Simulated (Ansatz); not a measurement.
# CoF3: the cost of one run

Method: DFT unrestricted wB97X-V, scalar-relativistic (X2C), Gaussian basis x2c-TZVPPall, and further levels as typed in the inputs, in Ansatz 0.2.0.

2 further runs of the same task are left out: 2 that didn't finish.

### Step 1. The system as given

Bond lengths: Co1–F2 1.727 Å, Co1–F3 1.736 Å, Co1–F4 1.717 Å. Angles: F2–Co1–F3 98.8°, F2–Co1–F4 100.4°, F3–Co1–F4 160.8°.

As a file:

```xyz
4

Co    0.0133   -0.0077   -0.0032
F    -0.0099    1.7193   -0.0144
F    -1.6981   -0.2975   -0.0163
F     1.7059   -0.2936    0.0189
```

### Step 2. Relaxing the atoms: CoF3

input.yaml reads:

```yaml
relax:
  f_tol: 0.001
  max_steps: 200
crystal:
  periodic: [false, false, false]
  atoms:
    - { symbol: Co, position_ang: [0.013292, -0.0077, -0.003163] }
    - { symbol: F, position_ang: [-0.009908, 1.719292, -0.014387] }
    - { symbol: F, position_ang: [-1.698073, -0.297454, -0.016264] }
    - { symbol: F, position_ang: [1.705913, -0.293623, 0.018893] }
magnetization:
  spin_polarized: true
  initial_magnetization: 2
basis:
  gaussian: { orbitals: x2c-TZVPPall }
hamiltonian:
  xc: { name: wB97X-V }
```

On the command line:

```
$ ansatz run input.yaml --threads 4 --pin off --max-ram 8192MiB --backend cpu --events-out ev --progress --plain --runs-dir out
```

What time and memory should one allow on 4 threads of Arm Neoverse N1, shared host?

About 14 min, with a peak of 0.84 GiB.
